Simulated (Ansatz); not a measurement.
# Alloy of GaAs and BAs (4 of 32 Ga sites exchanged), 64 atoms

How does this alloy cell relax, and what gap do PBEsol give?

Method: density functional theory in Ansatz 0.2.0, PAW datasets, plane waves.

## Step 1: The system as built

64 atoms (28 Ga, 4 B, 32 As); a = 11.106 Å, b = 11.106 Å, c = 11.106 Å, α = 90.00°, β = 90.00°, γ = 90.00°. All atoms were shaken off their sites by about 0.02 Å along each axis; atoms next to an added one may be pushed further to make room.

Plan of the steps: (2) PBEsol cell relaxation at the single k point (¼, ¼, ¼), on 1 × NVIDIA GB200 with 8 threads of Arm Neoverse-V2.

## Step 2: PBEsol relaxation of the cell and the positions

in.yaml

```yaml
crystal:
  lattice:
    - [11.105892, 0.000000, 0.000000]
    - [0.000000, 11.105892, 0.000000]
    - [0.000000, 0.000000, 11.105892]
  atoms:
    - { symbol: Ga, position: [0.000059, 0.001737, 0.999382] }
    - { symbol: Ga, position: [0.998411, 0.000400, 0.497664] }
    - { symbol: Ga, position: [0.000992, 0.494760, 0.997790] }
    - { symbol: Ga, position: [0.998993, 0.498651, 0.501219] }
    - { symbol: Ga, position: [0.497223, 0.999025, 0.998727] }
    - { symbol: Ga, position: [0.499814, 0.499566, 0.999425] }
    - { symbol: Ga, position: [0.502092, 0.499603, 0.499754] }
    - { symbol: Ga, position: [0.249217, 0.249174, 0.000538] }
    - { symbol: Ga, position: [0.250351, 0.250446, 0.499072] }
    - { symbol: Ga, position: [0.248447, 0.752278, 0.994387] }
    - { symbol: Ga, position: [0.248827, 0.749348, 0.499905] }
    - { symbol: Ga, position: [0.749496, 0.250818, 0.000652] }
    - { symbol: Ga, position: [0.751383, 0.253045, 0.499610] }
    - { symbol: Ga, position: [0.748691, 0.748359, 0.000140] }
    - { symbol: Ga, position: [0.247138, 0.000041, 0.251512] }
    - { symbol: Ga, position: [0.251346, 0.001822, 0.750376] }
    - { symbol: Ga, position: [0.248995, 0.500342, 0.248352] }
    - { symbol: Ga, position: [0.248362, 0.502676, 0.753791] }
    - { symbol: Ga, position: [0.752776, 0.000454, 0.252013] }
    - { symbol: Ga, position: [0.748334, 0.001791, 0.750406] }
    - { symbol: Ga, position: [0.751510, 0.498934, 0.247407] }
    - { symbol: Ga, position: [0.998938, 0.251026, 0.249580] }
    - { symbol: Ga, position: [0.997386, 0.252179, 0.745842] }
    - { symbol: Ga, position: [0.999502, 0.753222, 0.250983] }
    - { symbol: Ga, position: [0.997857, 0.747967, 0.747931] }
    - { symbol: Ga, position: [0.498666, 0.251315, 0.252066] }
    - { symbol: Ga, position: [0.500899, 0.248157, 0.750076] }
    - { symbol: Ga, position: [0.499517, 0.749320, 0.748105] }
    - { symbol: B, position: [0.498379, 0.999328, 0.498796] }
    - { symbol: B, position: [0.749558, 0.751571, 0.500630] }
    - { symbol: B, position: [0.750387, 0.498545, 0.752929] }
    - { symbol: B, position: [0.499764, 0.750965, 0.248811] }
    - { symbol: As, position: [0.123505, 0.123714, 0.123712] }
    - { symbol: As, position: [0.125968, 0.123673, 0.628022] }
    - { symbol: As, position: [0.121641, 0.622120, 0.125318] }
    - { symbol: As, position: [0.126118, 0.624472, 0.621921] }
    - { symbol: As, position: [0.624823, 0.124063, 0.125962] }
    - { symbol: As, position: [0.625636, 0.123541, 0.622572] }
    - { symbol: As, position: [0.623743, 0.621165, 0.125947] }
    - { symbol: As, position: [0.627911, 0.626256, 0.627559] }
    - { symbol: As, position: [0.376059, 0.376077, 0.122593] }
    - { symbol: As, position: [0.373659, 0.376187, 0.622456] }
    - { symbol: As, position: [0.378612, 0.873076, 0.125996] }
    - { symbol: As, position: [0.375899, 0.877230, 0.624036] }
    - { symbol: As, position: [0.874927, 0.374630, 0.124474] }
    - { symbol: As, position: [0.873867, 0.375633, 0.625138] }
    - { symbol: As, position: [0.875588, 0.875307, 0.126410] }
    - { symbol: As, position: [0.876232, 0.871802, 0.624357] }
    - { symbol: As, position: [0.372123, 0.124423, 0.375411] }
    - { symbol: As, position: [0.373770, 0.121594, 0.871379] }
    - { symbol: As, position: [0.372659, 0.629268, 0.374427] }
    - { symbol: As, position: [0.376387, 0.626051, 0.873654] }
    - { symbol: As, position: [0.876793, 0.126187, 0.375634] }
    - { symbol: As, position: [0.875086, 0.127696, 0.875186] }
    - { symbol: As, position: [0.871154, 0.627043, 0.375813] }
    - { symbol: As, position: [0.875374, 0.624104, 0.875726] }
    - { symbol: As, position: [0.125280, 0.373626, 0.374450] }
    - { symbol: As, position: [0.123862, 0.373802, 0.874169] }
    - { symbol: As, position: [0.124791, 0.872969, 0.373415] }
    - { symbol: As, position: [0.123264, 0.876613, 0.878234] }
    - { symbol: As, position: [0.629049, 0.373417, 0.371626] }
    - { symbol: As, position: [0.625351, 0.376238, 0.875298] }
    - { symbol: As, position: [0.623997, 0.874064, 0.373268] }
    - { symbol: As, position: [0.627290, 0.871688, 0.875916] }
  symmetry: { detect: false }
kpoints:
  mp_grid: { grid: [1, 1, 1], shift: [0.25, 0.25, 0.25] }
hamiltonian:
  xc: pbesol
scf:
  occupations: { method: fermi_dirac, width: 0.01 }
relax:
  f_tol: 0.03
  max_steps: 80
  escape_saddle: false
  adjacent_minimum: "off"
  cell: { fix: [shape] }
output:
  forces: true
  eigenvalues: true
  populations: true
```

On the command line:

```bash
ansatz run in.yaml --threads 8 --pin off --max-ram 118750MiB --runs-dir r --events-out ev --progress --plain --backend cuda --devices 0, --max-vram 170GiB
```

Before running it: what results should come out? Wanted: for each run, top filled to lowest empty.

**Answer**, as computed:

| level | time | top filled to lowest empty (eV) |
| --- | --- | --- |
| PBEsol, relaxation | 7.5 s (GPU) | 1.18 |

```
     quantity                                                                         value
   relaxation                                              7 recorded steps, 4.80 eV gained
largest shift                                                                 0.35 Å (As48)
 relaxed cell  a = 11.093 Å, b = 11.093 Å, c = 11.093 Å, α = 90.00°, β = 90.00°, γ = 90.00°
   mean bonds                                                     As–B 2.159, As–Ga 2.441 Å
```

**In words.** The relaxation lowers the energy by 4.80 eV; the largest shift is 0.35 Å (As48), while the volume changes by -0.3 %. The mean lengths of the listed bonds run from As–B 2.16 Å to As–Ga 2.44 Å. No spin–orbit coupling is included; with elements this heavy it would shift the edges. With one k point the spacing samples only the states that fold onto it, so it can exceed the gap over the zone.
